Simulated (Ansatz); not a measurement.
# GeH− (singlet): correlated methods under varied settings at distance Ge1–H2 = 1.288 Å

What do other methods and options give for GeH− (singlet) at this geometry, and how long do they take?

Program: Ansatz 0.2.0, Gaussian basis. Level of theory: the settings change from run to run. These are calculated values, not measurements.

21 further runs of the same task are left out: 4 for a known fault of the program, 14 that didn't finish, 3 set aside as unsound or not needed.

### Step 1. The system

The geometry derives from a PBE0/def2-TZVPD stationary point (not a proven minimum). One bond is set to the value named and the two fragments are kept rigid. No spin-orbit coupling is included. The filled d shell of Ge may be among the frozen orbitals whatever the setting's name suggests; the logs give the count.

2 atoms, charge -1, spin multiplicity 1.

Atoms are counted from 1 here; the program's logs count them from 0.

Bond lengths: Ge1–H2 1.288 Å.

### Step 2. CCSD on RHF/aug-cc-pVDZ

in.yaml reads:

```yaml
crystal:
  periodic: [false, false, false]
  atoms:
    - {symbol: Ge, position_ang: [0.000000, 0.000000, 0.000000]}
    - {symbol: H, position_ang: [0.000000, 0.000000, 1.288000]}
basis:
  gaussian: {orbitals: aug-cc-pVDZ}
total_charge: -1
magnetization: {spin_polarized: false}
correlation: {method: ccsd, electrons: outside_noble_gas}
```

Command:

```bash
ansatz run in.yaml --threads 1 --pin off --events-out ev --progress --plain --max-ram 2393MiB
```

Log (excerpt; [...] marks lines left out):

```text
Functional definition: HF
  name "HF"
  cite "Fock, Z. Phys. 61, 126 (1930) doi:10.1007/BF01340294"
  parent pbe
[...]
493 factors; integrals over basis functions are off by at most 1.1e-3 eV
[...]
mean field -56485.48298019 eV, -2075.8032122863 hartree, gradient 1.8e-6 eV, S^2 0.000000; 9 other end points of the search recorded, 0 dependent functions left out; unrestricted orbitals would lower it
determinant -56485.48298019 eV, -2075.8032122863 hartree, with singles and doubles -56488.52585326 eV, -2075.9150358091 hartree
determinant -56478.15788028 eV, -2075.5340198299 hartree, with singles and doubles -56481.68069074 eV, -2075.6634807266 hartree
14 core orbitals not correlated: weight in the atoms' cores, before any rotation towards them, 0.999 or more for the frozen orbitals, at most 0.001 for the correlated occupied ones
reference -56485.48298019 eV, -2075.8032122863 hartree; 3, 3 occupied and 28, 28 virtual orbitals, 493 factors
second order -2.37671652 eV of doubles, -0.00000000 eV of singles
cycle   1  -3.04378402 eV  change   -9.1e-4 eV  update   4.4e-3
[...]
cycle   9  -3.04988021 eV  change    5.3e-6 eV  update   6.3e-6
Total energy: -56488.53286040 eV, -2075.9152933169 hartree
```

Wall time 2.7 s (1 thread of Arm Neoverse N1, shared host).

From the report: correlation -3.0499 eV; T1 0.012; largest double amplitude 0.15.

### Step 3. CCSD on RHF/cc-pVDZ

Changes to in.yaml since step 2:

```diff
@@ -6,3 +6,3 @@
 basis:
-  gaussian: {orbitals: aug-cc-pVDZ}
+  gaussian: {orbitals: cc-pVDZ}
 total_charge: -1
@@ -10 +10,2 @@
 correlation: {method: ccsd, electrons: outside_noble_gas}
+output: {forces: true}
```

Same command.

Log (excerpt; [...] marks lines left out):

```text
Functional definition: HF
  name "HF"
  cite "Fock, Z. Phys. 61, 126 (1930) doi:10.1007/BF01340294"
  parent pbe
[...]
373 factors; integrals over basis functions are off by at most 6.5e-4 eV
[...]
mean field -56484.77293543 eV, -2075.7771186227 hartree, gradient 4.8e-6 eV, S^2 0.000000; 2 other end points of the search recorded, 0 dependent functions left out; unrestricted orbitals would lower it
[...]
unrestricted determinant -56485.94590344 eV, -2075.8202244023 hartree, S^2 1.0202
14 core orbitals not correlated: weight in the atoms' cores, before any rotation towards them, 0.999 or more for the frozen orbitals, at most 0.001 for the correlated occupied ones
reference -56484.77293543 eV, -2075.7771186227 hartree; 3, 3 occupied and 15, 15 virtual orbitals, 373 factors
second order -2.14709337 eV of doubles, -0.00000000 eV of singles
cycle   1  -2.57813761 eV  change   -4.3e-1 eV  update   6.2e-2
[...]
cycle  12  -2.85101133 eV  change    2.0e-6 eV  update   8.2e-7
[...]
Total energy: -56487.62394675 eV, -2075.8818913565 hartree
Atom 0 at     0.000000     0.000000     0.000000 Å, force     0.000000     0.000000    -8.987039 eV/Å
Atom 1 at     0.000000     0.000000     1.288000 Å, force     0.000000     0.000000     8.987039 eV/Å
Dipole moment:    -0.000000     0.000000     0.183577 e Å
```

It took 1.3 s on 1 thread of Arm Neoverse N1, shared host.

From the report: correlation -2.8510 eV; T1 0.010; largest double amplitude 0.35.

### Step 4. CISD/aug-cc-pVDZ

in.yaml reads:

```yaml
crystal:
  periodic: [false, false, false]
  atoms:
    - {symbol: Ge, position_ang: [0.000000, 0.000000, 0.000000]}
    - {symbol: H, position_ang: [0.000000, 0.000000, 1.288000]}
basis:
  gaussian: {orbitals: aug-cc-pVDZ}
total_charge: -1
correlation: {active_space: {ras: {orbitals: [3, 0, 28], electrons: 6, max_holes: 2, max_particles: 2}, fixed_orbitals: true}}
scf: {lower_state_search: off}
output: {forces: true}
```

Same command.

Log (excerpt; [...] marks lines left out):

```text
Functional definition: HF
  name "HF"
  cite "Fock, Z. Phys. 61, 126 (1930) doi:10.1007/BF01340294"
  parent pbe
[...]
493 factors; integrals over basis functions are off by at most 1.1e-3 eV
[...]
mean field -56485.48298019 eV, -2075.8032122863 hartree, gradient 1.8e-6 eV, S^2 0.000000; 0 other end points of the search recorded, 0 dependent functions left out
reference -56485.48298019 eV, -2075.8032122863 hartree; 17, 17 occupied and 28, 28 virtual orbitals, 493 factors
state -56488.35780595 eV, -2075.9088601846 hartree
[...]
Total energy: -56488.35780595 eV, -2075.9088601846 hartree
Atom 0 at     0.000000     0.000000     0.000000 Å, force     0.000000     0.000000    -8.906182 eV/Å
Atom 1 at     0.000000     0.000000     1.288000 Å, force    -0.000000    -0.000000     8.906182 eV/Å
Dipole moment:    -0.000000    -0.000000     0.175480 e Å
Checks for a lower state left out: starts, cluster_reference, orbital_swaps, neighbouring_geometries, increment
```

It took 2.1 s on 1 thread of Arm Neoverse N1, shared host.

From the report: 4,763 determinants.

### Step 5. BCCD on RHF/cc-pVDZ

in.yaml reads:

```yaml
crystal:
  periodic: [false, false, false]
  atoms:
    - {symbol: Ge, position_ang: [0.000000, 0.000000, 0.000000]}
    - {symbol: H, position_ang: [0.000000, 0.000000, 1.288000]}
basis:
  gaussian: {orbitals: cc-pVDZ}
total_charge: -1
magnetization: {spin_polarized: false}
correlation: {method: bccd, electrons: outside_noble_gas}
scf: {lower_state_search: off}
```

The command is unchanged.

Log (excerpt; [...] marks lines left out):

```text
Functional definition: HF
  name "HF"
  cite "Fock, Z. Phys. 61, 126 (1930) doi:10.1007/BF01340294"
  parent pbe
[...]
373 factors; integrals over basis functions are off by at most 6.5e-4 eV
[...]
mean field -56484.77293543 eV, -2075.7771186227 hartree, gradient 4.8e-6 eV, S^2 0.000000; 0 other end points of the search recorded, 0 dependent functions left out
14 core orbitals not correlated: weight in the atoms' cores, before any rotation towards them, 0.999 or more for the frozen orbitals, at most 0.001 for the correlated occupied ones
reference -56484.77293543 eV, -2075.7771186227 hartree; 3, 3 occupied and 15, 15 virtual orbitals, 373 factors
second order -2.14709337 eV of doubles, -0.00000000 eV of singles
cycle   1  -2.58279768 eV  change   -4.4e-1 eV  update   6.2e-2
[...]
cycle  12  -2.84757659 eV  change    1.8e-6 eV  update   8.1e-7
Total energy: -56487.62051201 eV, -2075.8817651320 hartree
Checks for a lower state left out: stability, starts, cluster_reference, orbital_swaps, neighbouring_geometries, increment
```

It took 0.54 s on 1 thread of Arm Neoverse N1, shared host.

From the report: correlation -2.8476 eV; largest double amplitude 0.35.

### Step 6. CCSDT(Q)/B on UHF/STO-3G

in.yaml reads:

```yaml
crystal:
  periodic: [false, false, false]
  atoms:
    - {symbol: Ge, position_ang: [0.000000, 0.000000, 0.000000]}
    - {symbol: H, position_ang: [0.000000, 0.000000, 1.288000]}
basis:
  gaussian: {orbitals: STO-3G}
total_charge: -1
magnetization: {spin_polarized: true, initial_magnetization: 0}
correlation: {method: ccsdt_q_b, electrons: outside_noble_gas}
scf: {lower_state_search: off}
```

Same command.

Log:

```text
Functional definition: HF
  name "HF"
  cite "Fock, Z. Phys. 61, 126 (1930) doi:10.1007/BF01340294"
  parent pbe
  exchange = exact_x
  correlation = 0
these checks for a lower state are left out or cut short: stability, starts, cluster_reference, orbital_swaps, neighbouring_geometries, increment
208 factors; integrals over basis functions are off by at most 3.6e-8 eV
mean field evaluation 1: about -55836.4873 eV, gradient 5.2e0 eV
mean field evaluation 2: about -55836.4910 eV, gradient 5.2e0 eV
mean field evaluation 4: about -55836.7539 eV, gradient 2.8e-1 eV
mean field evaluation 8: about -55836.7550 eV, gradient 3.5e-6 eV
mean field -55836.75498883 eV, -2051.9628983276 hartree, gradient 3.5e-6 eV, S^2 0.000000; 0 other end points of the search recorded, 0 dependent functions left out
14 core orbitals not correlated, not the lowest: weight in the atoms' cores, before any rotation towards them, 0.887 or more for the frozen orbitals, at most 0.076 for the correlated occupied ones
reference -55836.75498883 eV, -2051.9628983276 hartree; 3, 3 occupied and 2, 2 virtual orbitals, 208 factors
second order -0.45307870 eV of doubles, -0.00000000 eV of singles
cycle   1  -0.61064074 eV  change   -1.6e-1 eV  update   4.9e-2
cycle   2  -0.72973835 eV  change   -1.2e-1 eV  update   3.0e-2
cycle   3  -0.74395267 eV  change   -1.4e-2 eV  update   2.1e-2
cycle   4  -0.79347749 eV  change   -5.0e-2 eV  update   2.1e-2
cycle   5  -1.09227739 eV  change   -3.0e-1 eV  update   1.9e-2
cycle   6  -0.93425136 eV  change    1.6e-1 eV  update   1.0e-2
cycle   7  -1.11936164 eV  change   -1.9e-1 eV  update   9.8e-3
cycle   8  -1.01727304 eV  change    1.0e-1 eV  update   1.3e-2
cycle   9  -1.02532268 eV  change   -8.0e-3 eV  update   1.1e-3
cycle  10  -1.02638286 eV  change   -1.1e-3 eV  update   1.2e-4
cycle  11  -1.02583224 eV  change    5.5e-4 eV  update   3.5e-5
cycle  12  -1.02605290 eV  change   -2.2e-4 eV  update   4.0e-5
cycle  13  -1.02614332 eV  change   -9.0e-5 eV  update   1.2e-5
cycle  14  -1.02614990 eV  change   -6.6e-6 eV  update   8.7e-7
cycle  15  -1.02614971 eV  change    1.9e-7 eV  update   6.9e-8
cycle  16  -1.02615044 eV  change   -7.4e-7 eV  update   1.5e-7
cycle   1  -1.02614972 eV  update   6.2e-7
cycle   2  -1.02614793 eV  change    1.8e-6 eV  update   5.7e-7
cycle   3  -1.02614569 eV  change    2.2e-6 eV  update   3.8e-7
cycle   4  -1.02614504 eV  change    6.5e-7 eV  update   1.2e-7
cycle   5  -1.02614504 eV  change   -4.1e-9 eV  update   2.7e-8
perturbative correction -0.00003486 eV, -0.0000012812 hartree
WARN: these amplitudes may be one of several solutions (largest doubles amplitude 0.99, level shift 0.00 eV)
Total energy: -55837.78116873 eV, -2052.0006097435 hartree
Checks for a lower state left out: stability, starts, cluster_reference, orbital_swaps, neighbouring_geometries, increment
```

It took 1.8 s on 1 thread of Arm Neoverse N1, shared host.

From the report: ⟨S²⟩ of the determinant 0.000 (pure singlet: 0.00); correlation -1.0262 eV; T1 0.003; largest double amplitude 0.99. The report flags that the cluster equations may have other roots.

### Step 7. HF/6-31G

in.yaml reads:

```yaml
crystal:
  periodic: [false, false, false]
  atoms:
    - {symbol: Ge, position_ang: [0.000000, 0.000000, 0.000000]}
    - {symbol: H, position_ang: [0.000000, 0.000000, 1.288000]}
basis:
  gaussian: {orbitals: 6-31G}
total_charge: -1
magnetization: {spin_polarized: false}
hamiltonian: {xc: hf}
output: {forces: true, orbitals: {seedname: orbitals}}
```

The command is unchanged.

Log:

```text
Functional definition: HF
  name "HF"
  cite "Fock, Z. Phys. 61, 126 (1930) doi:10.1007/BF01340294"
  parent pbe
  exchange = exact_x
  correlation = 0
283 factors; integrals over basis functions are off by at most 7.0e-4 eV
mean field evaluation 1: about -56476.0421 eV, gradient 1.3e1 eV
mean field evaluation 2: about -56476.0410 eV, gradient 1.3e1 eV
mean field evaluation 4: about -56476.6028 eV, gradient 1.2e0 eV
mean field evaluation 8: about -56476.6113 eV, gradient 3.6e-5 eV
mean field -56476.61134742 eV, -2075.4771857956 hartree, gradient 4.5e-6 eV, S^2 0.000000; 0 other end points of the search recorded, 0 dependent functions left out
the calculation of the forces begins
reference -56476.61134742 eV, -2075.4771857956 hartree; 17, 17 occupied and 14, 14 virtual orbitals, 283 factors
Total energy: -56476.61134742 eV, -2075.4771857956 hartree
Atom 0 at     0.000000     0.000000     0.000000 Å, force    -0.000000    -0.000000    -8.846203 eV/Å
Atom 1 at     0.000000     0.000000     1.288000 Å, force     0.000000     0.000000     8.846203 eV/Å
Dipole moment:    -0.000000    -0.000000     0.364279 e Å
```

Wall time 0.48 s (1 thread of Arm Neoverse N1, shared host).

### Step 8. CCSD(T) on UHF/x2c-TZVPPall

in.yaml reads:

```yaml
crystal:
  periodic: [false, false, false]
  atoms:
    - {symbol: Ge, position_ang: [0.000000, 0.000000, 0.000000]}
    - {symbol: H, position_ang: [0.000000, 0.000000, 1.288000]}
basis:
  gaussian: {orbitals: x2c-TZVPPall}
total_charge: -1
magnetization: {spin_polarized: true, initial_magnetization: 0}
correlation: {method: ccsd_t, electrons: outside_noble_gas}
accuracy: high
```

Launched as before.

Log (excerpt; [...] marks lines left out):

```text
Functional definition: HF
  name "HF"
  cite "Fock, Z. Phys. 61, 126 (1930) doi:10.1007/BF01340294"
  parent pbe
[...]
797 factors; integrals over basis functions are off by at most 4.6e-9 eV
[...]
mean field -57078.48265061 eV, -2097.5955482247 hartree, gradient 1.1e-8 eV, S^2 1.031634; 9 other end points of the search recorded, 0 dependent functions left out
determinant -57078.48265061 eV, -2097.5955482247 hartree, with singles and doubles -57081.50600913 eV, -2097.7066546011 hartree
determinant -57075.10548500 eV, -2097.4714396779 hartree, with singles and doubles -57078.34716591 eV, -2097.5905692537 hartree
determinant -57077.32030809 eV, -2097.5528329252 hartree, with singles and doubles -57080.82475272 eV, -2097.6816188899 hartree
14 core orbitals not correlated: weight in the atoms' cores, before any rotation towards them, 0.998 or more for the frozen orbitals, at most 0.001 for the correlated occupied ones
reference -57078.48265061 eV, -2097.5955482247 hartree; 3, 3 occupied and 45, 45 virtual orbitals, 797 factors
second order -2.38015515 eV of doubles, -0.00000000 eV of singles
cycle   1  -2.97613405 eV  change   -2.1e-1 eV  update   1.6e-2
[...]
cycle  20  -2.98433984 eV  change  -5.2e-10 eV  update  4.9e-10
perturbative correction -0.14085966 eV, -0.0051764970 hartree
WARN: the results are in doubt because among natural orbitals full CI differs from the method by +0.494 eV
Total energy: -57081.60785011 eV, -2097.7103971881 hartree
Relativity: scalar
In doubt: among natural orbitals full CI differs from the method by +0.494 eV
```

Run time: 12 s. Hardware: 1 thread of Arm Neoverse N1, shared host.

From the report: ⟨S²⟩ of the determinant 1.032 (pure singlet: 0.00); correlation -3.1252 eV; T1 0.015; largest double amplitude 0.21. The determinant is far from a pure spin state, so its energy mixes those of several spin states (harmless only where they are near-degenerate, as at dissociation). The program marks this result as in doubt; its last lines say why.

### Step 9. CCSD(T) on RHF/aug-cc-pVDZ

in.yaml reads:

```yaml
crystal:
  periodic: [false, false, false]
  atoms:
    - {symbol: Ge, position_ang: [0.000000, 0.000000, 0.000000]}
    - {symbol: H, position_ang: [0.000000, 0.000000, 1.288000]}
basis:
  gaussian: {orbitals: aug-cc-pVDZ, point_charges: [{charge: -0.50, position_ang: [4.752, -0.439, -0.772]}]}
total_charge: -1
magnetization: {spin_polarized: false}
correlation: {method: ccsd_t, electrons: valence}
accuracy: high
scf: {lower_state_search: light}
```

Same command.

Log (excerpt; [...] marks lines left out):

```text
Functional definition: HF
  name "HF"
  cite "Fock, Z. Phys. 61, 126 (1930) doi:10.1007/BF01340294"
  parent pbe
[...]
765 factors; integrals over basis functions are off by at most 4.4e-9 eV
[...]
mean field -56484.17975335 eV, -2075.7553195834 hartree, gradient 6.7e-8 eV, S^2 0.000000; 8 other end points of the search recorded, 0 dependent functions left out; unrestricted orbitals would lower it
[...]
determinant -56484.17975335 eV, -2075.7553195834 hartree, with singles and doubles -56487.77394965 eV, -2075.8874038614 hartree
determinant -56483.88752195 eV, -2075.7445802775 hartree, with singles and doubles -56487.51921722 eV, -2075.8780426172 hartree
determinant -56484.17975335 eV, -2075.7553195834 hartree, with singles and doubles -56487.77744679 eV, -2075.8875323789 hartree
determinant -56483.88752195 eV, -2075.7445802775 hartree, with singles and doubles -56487.53138106 eV, -2075.8784896301 hartree
9 core orbitals not correlated: weight in the atoms' cores, before any rotation towards them, 1.000 or more for the frozen orbitals, at most 0.000 for the correlated occupied ones
reference -56484.17975335 eV, -2075.7553195834 hartree; 8, 8 occupied and 28, 28 virtual orbitals, 765 factors
second order -2.96421692 eV of doubles, -0.00000000 eV of singles
cycle   1  -3.59769574 eV  change   -2.3e-6 eV  update   4.4e-6
[...]
cycle  19  -3.59769634 eV  change  -1.6e-10 eV  update   1.4e-9
perturbative correction -0.14098594 eV, -0.0051811378 hartree
Total energy: -56487.91843563 eV, -2075.8927136232 hartree
```

It took 6 s on 1 thread of Arm Neoverse N1, shared host.

From the report: correlation -3.7387 eV; T1 0.008; largest double amplitude 0.10.

### Step 10. CASSCF(4,6)/6-31G*

in.yaml reads:

```yaml
crystal:
  periodic: [false, false, false]
  atoms:
    - {symbol: Ge, position_ang: [0.000000, 0.000000, 0.000000]}
    - {symbol: H, position_ang: [0.000000, 0.000000, 1.288000]}
basis:
  gaussian: {orbitals: "6-31G*"}
total_charge: -1
correlation: {active_space: {window: {electrons: 4, orbitals: 6}, states: [{multiplicity: 1, weights: [0.5, 1]}], root: 0}}
```

Launched as before.

Log (excerpt; [...] marks lines left out):

```text
Functional definition: HF
  name "HF"
  cite "Fock, Z. Phys. 61, 126 (1930) doi:10.1007/BF01340294"
  parent pbe
[...]
553 factors; integrals over basis functions are off by at most 6.5e-8 eV
[...]
mean field -56478.01687184 eV, -2075.5288378653 hartree, gradient 3.5e-6 eV, S^2 0.000000; 2 other end points of the search recorded, 0 dependent functions left out
reference -56478.01687184 eV, -2075.5288378653 hartree; 17, 17 occupied and 20, 20 virtual orbitals, 553 factors
state -56479.13110547 eV, -2075.5697851960 hartree
state -56479.01168486 eV, -2075.5653965694 hartree
an earlier search ended where averaged states of different weights were degenerate, so these states were given the mean of their weights and the orbitals were optimised with it; in the result, neighbours among these states lie up to 1.2e-1 eV apart
Total energy: -56479.13110547 eV, -2075.5697851960 hartree
```

Wall time 14 s (1 thread of Arm Neoverse N1, shared host).

From the report: 225 determinants; active occupations (of the averaged states) 1.97, 1.04, 0.95, 0.01, 0.01, 0.01.

### Step 11. All runs side by side

Where basis and cores are those of an earlier FCI/aug-cc-pVDZ run (-56488.8019 eV), and the state is the same kind, the miss against it is given. † marks a result that the program doubts.

| level | correlated | functions | energy (eV) | from FCI (meV) | time |
| --- | --- | --- | --- | --- | --- |
| CCSD on RHF/aug-cc-pVDZ | outside noble gas | 45 | -56488.5329 | 269.0 | 2.7 s |
| CCSD on RHF/cc-pVDZ | outside noble gas | 32 | -56487.6239 |  | 1.3 s |
| CISD/aug-cc-pVDZ | outside noble gas | 45 | -56488.3578 | 444.1 | 2.1 s |
| BCCD on RHF/cc-pVDZ | outside noble gas | 32 | -56487.6205 |  | 0.54 s |
| CCSDT(Q)/B on UHF/STO-3G † | outside noble gas | 19 | -55837.7812 |  | 1.8 s |
| HF/6-31G |  | 31 | -56476.6113 |  | 0.48 s |
| CCSD(T) on UHF/x2c-TZVPPall † | outside noble gas | 62 | -57081.6079 |  | 12 s |
| CCSD(T) on RHF/aug-cc-pVDZ (beside a point charge) | valence | 45 | -56487.9184 |  | 6 s |
| CASSCF(4,6)/6-31G* (lowest root of an average) |  | 37 | -56479.1311 |  | 14 s |

### Step 12. What came out

```
quantity                                                 value
    runs                                                     9
quickest                                      HF/6-31G, 0.48 s
 slowest  CASSCF(4,6)/6-31G* (lowest root of an average), 14 s
```

In words: Total energies in different bases, with other cores or another treatment of relativity can't be set against each other. CASSCF(4,6)/6-31G* (lowest root of an average) took 29 times as long as HF/6-31G; the jobs differ in more than the method. Among the correlated runs with a miss given, it spans +269 to +444 meV.
